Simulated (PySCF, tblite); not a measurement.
# C2H2BrGa: geometry, infrared bands, NMR shifts and spin-spin couplings

What infrared bands, NMR shifts and spin-spin couplings should C2H2BrGa (`C#[C][GaH][Br]`) show?

The runs use tblite 0.8.0 and PySCF 2.14.0, with density-fitted response routines of our own; the level of theory stands in each step. All values are computed, except where a source is named. Atoms count from 0, in the outputs and in this text.

### Step 1. The molecule as given

6 atoms, charge 0, multiplicity 1; geometry from: force field or distance geometry start.

Bonds of the start (Å): C0–C1 1.23, C1–Ga2 2.15, Ga2–Br3 2.44, C0–H4 1.06, Ga2–H5 1.62.

### Step 2. Geometry optimisation with GFN2-xTB

What the job is given:

```
{"job": {"kind": "relax", "xc": "GFN2-xTB", "basis": "xTB"}, "charge": 0, "multiplicity": 1}
C      1.979700     0.240100    -0.040200
C      0.772100     0.093700     0.157800
Ga    -1.323500    -0.185700     0.548100
Br    -2.483600    -1.814400    -0.846700
H      3.014700     0.371700    -0.198500
H     -1.956200     1.296600     0.384200
```

Started as:

```console
$ OMP_NUM_THREADS=1 python probes_run.py task.json out
```

One launch serves the whole session: the jobs run in the order shown.

**Question.** This job is followed by: GFN2-xTB harmonic vibrations, gas phase; GIAO PBE0/pcSseg-1 NMR shielding, non-relativistic, gas phase; B3LYP/pcJ-1 Br:pcSseg-1 Ga:pcSseg-1 indirect spin-spin coupling, non-relativistic, gas phase. Predict these results of the whole session: strongest single infrared mode (GFN2-xTB); zero-point energy (GFN2-xTB); 13C shifts against TMS (PBE0/pcSseg-1); 1H shifts against TMS (PBE0/pcSseg-1); 79Br shifts against HBr (PBE0/pcSseg-1); shieldings of Ga (PBE0/pcSseg-1); surface potential, 1st and 99th percentile; largest coupling of the table (B3LYP/pcSseg-1+pcJ-1).

As calculated:

| quantity | value |
| --- | --- |
| strongest single infrared mode (GFN2-xTB) | 1682 cm⁻¹, 386 km/mol |
| zero-point energy (GFN2-xTB) | 15.1 kcal/mol |
| 13C shifts against TMS (PBE0/pcSseg-1) | 105.9, 97.9 ppm |
| 1H shifts against TMS (PBE0/pcSseg-1) | 6.21, 2.26 ppm |
| 79Br shifts against HBr (PBE0/pcSseg-1) | 186 ppm |
| shieldings of Ga (PBE0/pcSseg-1) | Ga2 1307.4 ppm |
| surface potential, 1st and 99th percentile | -0.71 V and 2.82 V |
| largest coupling of the table (B3LYP/pcSseg-1+pcJ-1) | 1J(C,H) C0–H4, 255.5 Hz |

What this shows: Relaxing lowered the energy by 0.679 eV in 47 steps; the close pair that moved most is C1–Ga2, from 2.150 to 1.954 Å. No mode is imaginary among the 12: a minimum at this level. The strongest single mode, at 1682 cm⁻¹, moves mainly H5. Unscaled tight-binding wavenumbers are off by several per cent, some by more. Its intensities can rank the bands wrongly. At PBE0/pcSseg-1: Shielding is most anisotropic at Br3 (span 952 ppm, paramagnetic term -689 ppm). At PBE0/pcSseg-1, counted by nearest atom on the grid, the HOMO lies on Br3 43 %; C0, C1 about 26 % each, the LUMO on Ga2 53 %; H5 14 %. In the run at B3LYP/pcSseg-1+pcJ-1, the largest coupling of the table is C0–H4, 255.5 Hz, of which the Fermi-contact term gives 255.9 Hz. Spin-orbit coupling is left out, which matters for shieldings and couplings at and beside the heavy atoms.
